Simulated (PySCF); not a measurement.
# C5H4F3NS: the cost of one run

Programs: PySCF 2.14.0, with routines of our own; each step states its level. All values are computed. Atoms count from 0.

## 1. The starting structure

14 atoms, charge 0, multiplicity 1; geometry from: GFN2-xTB.

## 2. Optimising the geometry at PBE0-D3(BJ)/def2-SVP

Job settings and geometry (Å):

```
{"job": {"xc": "PBE0", "basis": "def2-SVP", "d3": "d3bj", "grid": 2, "kind": "geom"}, "charge": 0, "multiplicity": 1}
N     -2.843997     0.233225    -0.240017
C     -1.502864     0.057912    -0.041281
C     -0.883401    -0.908204     0.706783
C      0.518192    -0.846213     0.625180
C      0.960344     0.162392    -0.177600
C      2.361207     0.515500    -0.495301
F      2.641059     0.460324    -1.813502
F      3.230898    -0.309503     0.107727
F      2.697975     1.764293    -0.109160
S     -0.354399     1.071408    -0.862576
H     -3.452743    -0.172827     0.452237
H     -3.140223     1.123712    -0.604303
H     -1.415722    -1.635984     1.290175
H      1.182995    -1.516508     1.139472
```

Launch:

```sh
OMP_NUM_THREADS=1 python excited_run.py task.json out
```

One launch serves the whole session: the jobs run in the order shown.

**Question.** How long does this first job take on 1 thread of Arm Neoverse V1, shared host, and how much memory does it need?

About 89 s, with a peak of 0.85 GiB.
